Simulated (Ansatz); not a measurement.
# CH₅FSSi: small, medium and large basis sets

Aim: see how fast density functionals converge with the basis set for CH₅FSSi.

Method: one geometry, several basis sets; program: Ansatz 0.2.0, Gaussian basis.

Plan: PBE0-D4/def2-SVP; ωB97M-V/def2-SVP; PBE0-D4/def2-QZVPP; ωB97M-V/def2-QZVPP; the functionals' def2-TZVPP values are taken from earlier runs.

### 1 The geometry

The geometry comes from an earlier relaxation with PBE0-D4 in a triple-zeta def2 set; it is a stationary point, not always the lowest conformer.

SMILES `C[SiH](F)S`, 9 atoms, charge 0, spin multiplicity 1.

Atoms are counted from 1 here; the program's logs count them from 0.

Bond lengths: C1–Si2 1.851 Å, C1–H5 1.092 Å, C1–H6 1.093 Å, C1–H7 1.093 Å, Si2–F3 1.602 Å, Si2–S4 2.125 Å, Si2–H8 1.481 Å, S4–H9 1.344 Å. Angles: Si2–C1–H5 110.4°, Si2–C1–H6 110.9°, Si2–C1–H7 110.3°, H5–C1–H6 108.4°, H5–C1–H7 108.7°, H6–C1–H7 108.1°, C1–Si2–F3 107.5°, C1–Si2–S4 112.7°, C1–Si2–H8 113.7°, F3–Si2–S4 110.8°, F3–Si2–H8 107.4°, S4–Si2–H8 104.8°, Si2–S4–H9 94.5°.

Geometry (Å):

```
atom    x (Å)    y (Å)    z (Å)
  C1  -0.2355   0.4684  -1.0330
 Si2   0.5274  -0.5596   0.3044
  F3   1.9298   0.1125   0.6876
  S4  -0.7188  -0.7302   2.0169
  H5  -1.1765   0.0251  -1.3650
  H6  -0.4386   1.4816  -0.6778
  H7   0.4399   0.5379  -1.8895
  H8   0.8032  -1.9562  -0.1029
  H9  -1.0423   0.5743   2.0421
```

### 2 PBE0-D4 in def2-SVP

Contents of in.yaml:

```yaml
crystal:
  periodic: [false, false, false]
  atoms:
    - {symbol: C, position_ang: [-0.235463, 0.468409, -1.033024]}
    - {symbol: Si, position_ang: [0.527368, -0.559642, 0.304382]}
    - {symbol: F, position_ang: [1.929778, 0.112451, 0.687620]}
    - {symbol: S, position_ang: [-0.718757, -0.730238, 2.016880]}
    - {symbol: H, position_ang: [-1.176503, 0.025076, -1.364951]}
    - {symbol: H, position_ang: [-0.438589, 1.481577, -0.677812]}
    - {symbol: H, position_ang: [0.439874, 0.537863, -1.889451]}
    - {symbol: H, position_ang: [0.803196, -1.956197, -0.102851]}
    - {symbol: H, position_ang: [-1.042304, 0.574302, 2.042106]}
basis:
  gaussian: {orbitals: def2-SVP}
hamiltonian: {xc: pbe0, dispersion: d4}
output: {orbitals: {seedname: orbitals}}
```

The runs that follow: ωB97M-V in def2-SVP; PBE0-D4 in def2-QZVPP; ωB97M-V in def2-QZVPP.

Before running them: what should the planned runs give, taken together? Wanted: PBE0-D4: double and triple zeta above quadruple; ωB97M-V: double and triple zeta above quadruple.

The runs gave:

| quantity | value |
| --- | --- |
| PBE0-D4: double and triple zeta above quadruple | 12.25, 0.83 eV |
| ωB97M-V: double and triple zeta above quadruple | 12.35, 0.78 eV |

In words: PBE0-D4 gains 11.43 eV from double to triple zeta, then 0.83 eV more. These are total energies; as a rule much of such shifts cancels in differences, which this series doesn't test. The LUMO of ωB97M-V is positive and keeps falling with the basis (2.76 to 1.54 eV): an unbound level that the basis holds in place.
